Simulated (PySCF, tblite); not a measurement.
# C4H9BO: geometry, infrared bands and NMR shifts

What infrared bands and NMR shifts should C4H9BO (`COBC1CC1`) show?

Computed with tblite 0.8.0 and PySCF 2.14.0, with density-fitted response routines of our own, on a single molecule in the gas phase. Atoms are numbered from 0 throughout.

## 1. Starting geometry

15 atoms, charge 0, multiplicity 1; geometry from: force field or distance geometry start.

Bonds of the start (Å): C0–O1 1.41, O1–B2 1.43, B2–C3 1.58, C3–C4 1.51, C4–C5 1.51, C5–C3 1.53, C0–H6 1.11, C0–H7 1.12, C0–H8 1.10, B2–H9 1.19, C3–H10 1.12, C4–H11 1.10, C4–H12 1.12, C5–H13 1.10, C5–H14 1.12.

## 2. Relaxing the molecule with GFN2-xTB

Job settings and geometry (Å):

```
{"job": {"kind": "relax", "xc": "GFN2-xTB", "basis": "xTB"}, "charge": 0, "multiplicity": 1}
C      2.685300     0.073700    -0.031500
O      1.364100    -0.099100     0.432300
B      0.500000     0.198300    -0.662500
C     -0.981600    -0.319900    -0.842900
C     -1.792200    -0.826400     0.319700
C     -1.984900     0.594000    -0.143600
H      2.955500    -0.886200    -0.527400
H      2.733200     0.857900    -0.824000
H      3.405800     0.258900     0.780700
H      0.775400     1.152300    -1.319800
H     -1.276700    -0.691100    -1.852700
H     -1.336200    -1.057900     1.290200
H     -2.679300    -1.474400     0.109800
H     -2.797400     0.872600    -0.828000
H     -1.575500     1.355200     0.572200
```

Launch:

```
> OMP_NUM_THREADS=1 python probes_run.py task.json out
```

The driver reads the jobs from task.json and runs them one after another.

**Question.** This job is followed by: GFN2-xTB harmonic vibrations, gas phase; GIAO PBE0/pcSseg-1 NMR shielding, non-relativistic, gas phase. Predict these results of the whole session: strongest single infrared mode (GFN2-xTB); zero-point energy (GFN2-xTB); 13C shifts against TMS (PBE0/pcSseg-1, means over atoms taken as alike); 1H shifts against TMS (PBE0/pcSseg-1, means over atoms taken as alike); 17O shifts against H2O (PBE0/pcSseg-1); 11B shifts against BF3·OEt2 (PBE0/pcSseg-1).

The runs gave:

| quantity | value |
| --- | --- |
| strongest single infrared mode (GFN2-xTB) | 1330 cm⁻¹, 325 km/mol |
| zero-point energy (GFN2-xTB) | 78.2 kcal/mol |
| 13C shifts against TMS (PBE0/pcSseg-1, means over atoms taken as alike) | 62.8, 8.8, 5.2 ppm |
| 1H shifts against TMS (PBE0/pcSseg-1, means over atoms taken as alike) | 5.67, 4.13, 0.59, 0.57, 0.20 ppm |
| 17O shifts against H2O (PBE0/pcSseg-1) | 167.3 ppm |
| 11B shifts against BF3·OEt2 (PBE0/pcSseg-1) | 48.1 ppm |

**Reading.** Over 134 steps the energy fell by 0.962 eV; of the close pairs, O1–B2 changed most, 1.426 to 1.333 Å. All 39 modes are real, so the xTB geometry is a minimum. The strongest single mode, at 1330 cm⁻¹, moves mainly B2 and O1. Unscaled tight-binding wavenumbers are off by several per cent, some by more. Its intensities can rank the bands wrongly. At PBE0/pcSseg-1: The largest span, 413 ppm, is at O1, where the paramagnetic term is -230 ppm.
